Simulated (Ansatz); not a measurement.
# Nb2Br: the cost of one run

Program: Ansatz 0.2.0. Level of theory: DFT PBE, scalar-relativistic, plane waves, PAW. These are calculated values, not measurements.

3 further runs of the same task are left out: 3 set aside as unsound or not needed.

## (1) The starting structure

The structure is orthorhombic, space group Fddd (No. 70). Conventional cell: a = 5.260 Å, b = 9.076 Å, c = 9.393 Å, α = 90.00°, β = 90.00°, γ = 90.00°. Nb (site symmetry 2) has 5 Br at 2.79 to 3.04 Å and 5 Nb at 2.80 to 3.03 Å as nearest neighbours. Around Br (site symmetry 222) lie 10 Nb at 2.79 to 3.04 Å.

Structure file:

```cif
data_structure
_symmetry_space_group_name_H-M 'Fddd:1'
_symmetry_Int_Tables_number 70
_cell_length_a 5.2601
_cell_length_b 9.0765
_cell_length_c 9.3928
_cell_angle_alpha 90.000
_cell_angle_beta 90.000
_cell_angle_gamma 90.000
_cell_volume 448.44
loop_
_atom_site_label
_atom_site_type_symbol
_atom_site_symmetry_multiplicity
_atom_site_Wyckoff_symbol
_atom_site_fract_x
_atom_site_fract_y
_atom_site_fract_z
_atom_site_occupancy
Nb1 Nb 16 f 0.75000 0.58300 0.25000 1
Br1 Br 8 b 0.75000 0.25000 0.25000 1
```

This is candidate A: TiSi2 type (Fddd, No. 70).

(A quick probe on a coarse mesh, which set the mesh and smearing, is not shown.)

## (3) A loose first relaxation (candidate A)

input.yaml reads:

```yaml
crystal:
  lattice:
    - [0.0, 4.538245553, 4.6963898553]
    - [2.630044442, 0.0, 4.6963898553]
    - [2.630044442, 4.538245553, 0.0]
  atoms:
    - { symbol: Nb, position: [0.083, 0.417, 0.083] }
    - { symbol: Nb, position: [0.417, 0.083, 0.417] }
    - { symbol: Nb, position: [0.167, 0.833, 0.167] }
    - { symbol: Nb, position: [0.833, 0.167, 0.833] }
    - { symbol: Br, position: [0.75, 0.75, 0.75] }
    - { symbol: Br, position: [0.5, 0.5, 0.5] }
basis:
  ecutwfc: 420
kpoints:
  mp_grid: { grid: [4, 4, 4] }
hamiltonian:
  xc: pbe
scf:
  occupations: { method: gaussian, width: 0.1 }
  lower_state_search: "off"
output:
  forces: true
  stress: true
  eigenvalues: true
relax:
  adjacent_minimum: "off"
  f_tol: 0.04
  max_steps: 70
  cell: { stress_tol: 0.4 }
```

Launch:

```
$ ansatz run input.yaml --threads 1 --pin off --max-ram 2560MiB --backend cpu --events-out ev --progress --plain --runs-dir out
```

Q: Estimate wall time and peak memory on 1 thread of Intel Xeon Platinum 8488C (Sapphire Rapids), shared host.

About 75 s, with a peak of 0.45 GiB.
